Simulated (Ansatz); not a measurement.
# MgPd (Pm-3m) in Ansatz: equation of state

How stiff is MgPd in PBE, and what volume does it want? The cell is scaled to several volumes.

All numbers are computed with Ansatz 0.2.0; they aren't measurements. Logs are shortened: lines on timing, memory, paths and dates and some standing lists are left out, and cuts for length are marked.

## 1. Starting point

The structure is cubic, space group Pm-3m (No. 221). Conventional cell: a = 3.160 Å, b = 3.160 Å, c = 3.160 Å, α = 90.00°, β = 90.00°, γ = 90.00°. Pd (site symmetry m-3m) is surrounded by 8 Mg at 2.74 Å. Mg (site symmetry m-3m) is surrounded by 8 Pd at 2.74 Å.

## 2. Equation of state, PBE

Potentials or basis: all-electron LAPW, scalar-relativistic.

No new run: the results of the series are fitted here.

What came out:

- Equilibrium volume: 16.21 Å³/atom
- Bulk modulus: 93 GPa
- Pressure derivative of the bulk modulus: 4.6

Energy against volume, from the lowest point:
| volume (Å³/atom) | energy (meV/atom) |
| --- | --- |
| 14.831 | 40.09 |
| 15.146 | 22.83 |
| 15.462 | 10.75 |
| 15.777 | 3.29 |
| 16.093 | 0.00 |
| 16.408 | 0.44 |
| 16.724 | 4.22 |
